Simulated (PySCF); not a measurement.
# C2H7NOSi: the cost of one run

The runs use PySCF 2.14.0, with density-fitted response routines of our own; the level of theory stands in each step. All values are computed, except where a source is named. Atoms are numbered from 0 throughout.

## 1. Starting geometry

12 atoms, charge 0, multiplicity 1; geometry from: GFN2-xTB. The atoms were then displaced at random by about 0.01 Å, so the start is not that level's minimum.

Bonds of the start (Å): C0–C1 1.31, C1–O2 1.35, O2–Si3 1.58, Si3–N4 1.73, C0–H5 1.06, C0–H6 1.10, C1–H7 1.09, Si3–H8 1.43, Si3–H9 1.49, N4–H10 1.01, N4–H11 1.03.

## 2. Geometry optimisation at PBE0-D3(BJ)/def2-SVP

What the job is given:

```
{"job": {"xc": "PBE0", "basis": "def2-SVP", "d3": "d3bj", "grid": 1, "shake": 0.01, "kind": "geom"}, "charge": 0, "multiplicity": 1}
C      1.854240     0.592000    -0.017640
C      1.446890    -0.526950     0.523790
O      0.230280    -1.107810     0.395530
Si    -1.065530    -0.717600    -0.428080
N     -1.659000     0.833640     0.044970
H      2.820530     1.005250     0.133790
H      1.173120     1.188450    -0.636810
H      2.133340    -1.103350     1.147150
H     -0.880710    -0.596690    -1.845450
H     -1.898180    -1.883500    -0.026710
H     -2.515550     1.195190    -0.337070
H     -1.599740     1.093110     1.037500
```

Started as:

```console
> OMP_NUM_THREADS=1 python probes_run.py task.json out
```

This one command runs all jobs of the session in turn.

Q: Estimate the wall time and peak memory of this first job on 1 thread of Arm Neoverse V1, shared host.

About 84 s, with a peak of 0.46 GiB.
